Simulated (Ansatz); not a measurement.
**GaSb: a single-point run**

Wanted: a converged single-point run for GaSb, and a check of what comes out. The structure is shown as the input types it.

The COD entry's cell or inner coordinates are ideal or old and differ from later refinements, so a difference from it is no clean test against experiment.

Program: Ansatz 0.2.0. Level of theory: DFT, LDA, all-electron LAPW, scalar-relativistic; levels and slopes on a fine mesh, independent-particle optical spectra. These are calculated values, not measurements.

1 further run of the same task is left out (it didn't finish).

## 1. Starting point

The structure is cubic, space group F-43m (No. 216). Conventional cell: a = 6.051 Å, b = 6.051 Å, c = 6.051 Å, α = 90.00°, β = 90.00°, γ = 90.00°. Around Ga (site symmetry -43m) lie 4 Sb at 2.62 Å. Sb (site symmetry -43m) is surrounded by 4 Ga at 2.62 Å.

As a file:

```
CELL_PARAMETERS angstrom
0.00000 3.02537 3.02537
3.02537 0.00000 3.02537
3.02537 3.02537 0.00000
ATOMIC_POSITIONS crystal
Ga 0.00000 0.00000 0.00000
Sb 0.75000 0.75000 0.75000
```

## 2. The run

input.yaml reads:

```yaml
crystal:
  lattice:
    - [0.0, 3.02537174639, 3.02537174639]
    - [3.02537174639, 0.0, 3.02537174639]
    - [3.02537174639, 3.02537174639, 0.0]
  atoms:
    - { symbol: Ga, position: [0.0, 0.0, 0.0] }
    - { symbol: Sb, position: [0.75, 0.75, 0.75] }
kpoints:
  mp_grid: { grid: [12, 12, 12] }
scf:
  occupations: { method: fixed }
  max_iter: 50
hamiltonian:
  xc: lda
  pseudopotentials: { kind: all_electron, lapw: { basis_error: 0.001 } }
output:
  forces: true
  stress: true
  eigenvalues: true
  eigenstates:
    nscf_kmesh: { grid: [16, 16, 16] }
    de_dk: true
    e_range: [-14, 14]
  optics:
    e_range: [0, 20]
    de: 0.2
    sigma: 0.1
    bands: { spectra_wanted_up_to: 20 }
    nscf_kmesh: { grid: [16, 16, 16] }
    drude_damping: 0.03
checkpoint:
  write: ck
  write_wavefunctions: false
```

Run with:

```bash
$ ansatz run input.yaml --threads 1 --pin off --max-ram 3072MiB --backend cpu --events-out ev --progress --plain --runs-dir out
```

Q: Will this input give a usable result? If not, why, and what should change?

The program finished normally. Convergence says nothing about whether the input makes sense.

In the input, scf.occupations.method is fixed; scf.occupations.width is missing. What could go wrong: fixed occupations where they can't hold. The run converged, but that does not make its result sound.

The test: set scf.occupations.method to fermi_dirac and scf.occupations.width to 0.1.
